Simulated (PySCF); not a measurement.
# A diatomic session: IO−

An exercise on one series of results from a longer session: the logs are not shown, and one member is left open.

Method: I def2-SVPD with ECP28, O def2-SVPD, scalar-relativistic core potentials; program: PySCF 2.14.0.

The first run:

Settings of the job:

* atoms: I, O
* charge: -1
* basis: I def2-SVPD with ECP28, O def2-SVPD
* Hamiltonian: scalar-relativistic core potentials
* basis functions: 58
* electrons treated: 34
* masses in u: 126.9045, 15.9949
* levels: PBE0, PBE, r²SCAN, revPBE, r²SCAN0, B2PLYP, LC-ωPBE, HF, MP2, SCS-MP2, CCSD, CCSD(T)
* grid: 80 radial by 434 angular points
* occupations: held fixed by the projection of orbital angular momentum
* dissociation limit: I− + O, each in its ground configuration
* starting distance in angstrom: 2.010
* values of 2S to try: 0, 2

Command:

```
OMP_NUM_THREADS=1 python dia.py task.json out
```

Steps of the session up to this table: Set-up; The PBE0 curve of the state that the search chose; Higher solutions at PBE0; PBE; r²SCAN (meta-GGA); revPBE (GGA); r²SCAN0; B2PLYP (double hybrid); LC-ωPBE (range-separated hybrid); RHF (mean field); Adding correlation.

One table of the session follows, with a row left open; its other results are not shown here.

It belongs to the step «The curves together». Energy (eV) from each level's lowest point:

```
R (Å)    RHF  RHF-MP2  RHF-SCS-MP2  RHF-CCSD  RHF-CCSD(T)
1.699  1.068    1.258        1.276       n/a          n/a
1.778  0.447    0.547        0.566     0.612        0.664
1.857  0.128    0.162        0.177     0.217        0.251
1.917  0.024    0.030        0.039     0.064        0.086
1.976  0.000    0.000        0.000     0.000        0.010
2.035  0.032    0.050        0.038     0.003        0.000
2.114  0.130    0.208        0.178     0.080        0.059
2.213      ?        ?            ?         ?            ?
2.332  0.534    0.945        0.854     0.527        0.443
2.490  0.831    1.561        1.426       n/a          n/a
```

Estimate the missing values for R (Å) = 2.213.

Worked estimate for «RHF». A straight line through the neighbours (2.114, 0.130) and (2.332, 0.534) gives 0.130 + (0.534 − 0.130) × (2.213 − 2.114) / (2.332 − 2.114) = 0.313; a parabola fitted to 4 rows on both sides gives 0.310.

The run gave: RHF: 0.303; RHF-MP2: 0.507; RHF-SCS-MP2: 0.450; RHF-CCSD: 0.255; RHF-CCSD(T): 0.208. In «RHF» the line misses by +0.010 and the parabola by +0.007.
